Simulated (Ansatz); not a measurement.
# C2HCl3Ti: one species, many methods

An exercise on one series of results from a longer session: the logs are not shown, and one member is left open.

Method: functionals in def2-TZVPP, the program's frozen cores in correlated methods; program: Ansatz 0.2.0, Gaussian basis.

Plan: LDA (SPW92), PBE-D4, revPBE-D4, BLYP-D4, r2SCAN-D4, B97M-V, PBE0-D4, B3LYP-D4, r2SCANh-D4, r2SCAN0-D4, HSE06-D4, BHLYP-D4, CAM-B3LYP-D4, LC-ωPBE, ωB97X-V, ωB97M-V, B2PLYP, PBE-QIDH; CCSD(T)/def2-SVP; CCSD(T)/def2-TZVPP; MP2/def2-QZVPP; extrapolation to the limit; RPA on PBE.

## Structure used throughout

An earlier PBE0-D4 in a triple-zeta def2 set relaxation fixed the geometry.

7 atoms, charge 0, spin multiplicity 1.

Atoms are counted from 1 here; the program's logs count them from 0.

Bond lengths: C1–C2 1.215 Å, C1–H7 1.067 Å, C2–Ti3 1.990 Å, Ti3–Cl4 2.164 Å, Ti3–Cl5 2.164 Å, Ti3–Cl6 2.164 Å. Angles: C2–C1–H7 180.0°, C1–C2–Ti3 180.0°, C2–Ti3–Cl4 107.3°, C2–Ti3–Cl5 107.3°, C2–Ti3–Cl6 107.3°, Cl4–Ti3–Cl5 111.5°, Cl4–Ti3–Cl6 111.5°, Cl5–Ti3–Cl6 111.5°.

Coordinates:

```xyz
7
charge 0, multiplicity 1
C     1.6110   -1.2964    0.5503
C     0.6964   -0.5618    0.2329
Ti   -0.8012    0.6407   -0.2879
Cl   -2.4199   -0.6125   -0.9897
Cl   -0.0682    1.9420   -1.8540
Cl   -1.3711    1.7614    1.4736
H     2.4144   -1.9415    0.8291
```

Set-up of the first run:

The input, in.yaml:

```yaml
crystal:
  periodic: [false, false, false]
  atoms:
    - {symbol: C, position_ang: [1.610960, -1.296357, 0.550267]}
    - {symbol: C, position_ang: [0.696421, -0.561821, 0.232914]}
    - {symbol: Ti, position_ang: [-0.801239, 0.640740, -0.287874]}
    - {symbol: Cl, position_ang: [-2.419938, -0.612500, -0.989690]}
    - {symbol: Cl, position_ang: [-0.068237, 1.942015, -1.854002]}
    - {symbol: Cl, position_ang: [-1.371065, 1.761352, 1.473634]}
    - {symbol: H, position_ang: [2.414397, -1.941528, 0.829052]}
basis:
  gaussian: {orbitals: def2-TZVPP}
hamiltonian: {xc: lda}
output: {orbitals: {seedname: orbitals}}
```

The run is started by

```
ansatz run in.yaml --threads 4 --pin off --events-out ev --progress --plain --max-ram 10444MiB
```

Among the steps run: LDA; PBE-D4 (GGA); revPBE-D4 (GGA); BLYP-D4 (GGA); r2SCAN-D4 (meta-GGA); B97M-V (meta-GGA); PBE0-D4 (hybrid); B3LYP-D4 (hybrid); r2SCANh-D4 (hybrid); r2SCAN0-D4 (hybrid); HSE06-D4 (hybrid); BHLYP-D4 (hybrid); CAM-B3LYP-D4 (range-separated); LC-ωPBE (range-separated); ωB97X-V (range-separated); ωB97M-V (range-separated); B2PLYP (double hybrid); PBE-QIDH (double hybrid).

One table of the session follows, with a row left open; its other results are not shown here.

It belongs to the step «Orbital energies across the functionals». 

```
  functional  HOMO (eV)  LUMO (eV)  gap (eV)
 LDA (SPW92)      -7.80      -4.66      3.14
      PBE-D4      -7.60      -4.44      3.17
   revPBE-D4      -7.53      -4.36      3.17
     BLYP-D4      -7.41      -4.29      3.12
   r2SCAN-D4      -7.88      -4.43      3.45
      B97M-V      -7.86      -4.40      3.46
     PBE0-D4      -8.80      -3.64      5.17
    B3LYP-D4      -8.54      -3.84      4.70
  r2SCANh-D4      -8.32      -4.11      4.21
  r2SCAN0-D4      -8.99      -3.61      5.38
    HSE06-D4      -8.40      -4.01      4.39
    BHLYP-D4          ?          ?         ?
CAM-B3LYP-D4     -10.11      -2.61      7.50
     LC-ωPBE     -11.55      -1.63      9.92
     ωB97X-V     -11.13      -1.59      9.54
     ωB97M-V     -10.98      -1.55      9.43
```

Q: Estimate the row for BHLYP-D4 from the others.

Worked estimate for «HOMO (eV)». Against the share of exact exchange, BLYP-D4 (0, -7.41), B3LYP-D4 (0.2, -8.54) give a slope of -5.65 per unit share; at 0.5 the line stands at -10.23.

**Answer.** HOMO (eV): -9.83; LUMO (eV): -2.60; gap (eV): 7.23. In «HOMO (eV)» the line misses by -0.40.
